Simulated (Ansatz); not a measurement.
# LiCa32: the cost of one run

Method: DFT PBE, plane waves, PAW, scalar-relativistic, no spin polarisation, in Ansatz 0.2.0.

**1. The system as given**

The cell holds 33 atoms (Ca32Li): a = 11.160 Å, b = 11.160 Å, c = 11.160 Å, α = 90.00°, β = 90.00°, γ = 90.00°.

The coordinates stand in the first input below.

**2. Relaxing the start**

Input file input.yaml:

```yaml
accuracy: low
crystal:
  lattice:
    - [11.16, 0.0, 0.0]
    - [0.0, 11.16, 0.0]
    - [0.0, 0.0, 11.16]
  atoms:
    - { symbol: Ca, position: [0.5, 0.0, 0.0] }
    - { symbol: Ca, position: [0.75, 0.25, 0.0] }
    - { symbol: Ca, position: [0.75, 0.0, 0.25] }
    - { symbol: Ca, position: [0.0, 0.0, 0.0] }
    - { symbol: Ca, position: [0.25, 0.25, 0.0] }
    - { symbol: Ca, position: [0.5, 0.5, 0.0] }
    - { symbol: Ca, position: [0.75, 0.75, 0.0] }
    - { symbol: Ca, position: [0.25, 0.0, 0.25] }
    - { symbol: Ca, position: [0.5, 0.25, 0.25] }
    - { symbol: Ca, position: [0.75, 0.5, 0.25] }
    - { symbol: Ca, position: [0.5, 0.0, 0.5] }
    - { symbol: Ca, position: [0.75, 0.25, 0.5] }
    - { symbol: Ca, position: [0.75, 0.0, 0.75] }
    - { symbol: Ca, position: [0.0, 0.5, 0.0] }
    - { symbol: Ca, position: [0.25, 0.75, 0.0] }
    - { symbol: Ca, position: [0.0, 0.25, 0.25] }
    - { symbol: Ca, position: [0.25, 0.5, 0.25] }
    - { symbol: Ca, position: [0.5, 0.75, 0.25] }
    - { symbol: Ca, position: [0.0, 0.0, 0.5] }
    - { symbol: Ca, position: [0.25, 0.25, 0.5] }
    - { symbol: Ca, position: [0.5, 0.5, 0.5] }
    - { symbol: Ca, position: [0.75, 0.75, 0.5] }
    - { symbol: Ca, position: [0.25, 0.0, 0.75] }
    - { symbol: Ca, position: [0.5, 0.25, 0.75] }
    - { symbol: Ca, position: [0.75, 0.5, 0.75] }
    - { symbol: Ca, position: [0.0, 0.75, 0.25] }
    - { symbol: Ca, position: [0.0, 0.5, 0.5] }
    - { symbol: Ca, position: [0.25, 0.75, 0.5] }
    - { symbol: Ca, position: [0.0, 0.25, 0.75] }
    - { symbol: Ca, position: [0.25, 0.5, 0.75] }
    - { symbol: Ca, position: [0.5, 0.75, 0.75] }
    - { symbol: Ca, position: [0.0, 0.75, 0.75] }
    - { symbol: Li, position: [-0.001575, 0.5011897, 0.752843] }
basis:
  ecutwfc: 420.0
kpoints:
  mp_grid: { grid: [1, 1, 1] }
hamiltonian:
  xc: pbe
scf:
  occupations: { method: fermi_dirac, width: 0.05 }
  lower_state_search: "off"
relax:
  f_tol: 0.08
  max_steps: 25
  adjacent_minimum: "off"
```

On the command line:

```bash
ansatz run input.yaml --threads 4 --pin off --max-ram 10240MiB --backend cpu --events-out ev --progress --plain --runs-dir out
```

Q: Estimate wall time and peak memory on 4 threads of Intel Xeon 6975P-C (Granite Rapids), shared host.

About 5.8 s, with a peak of 1.2 GiB.
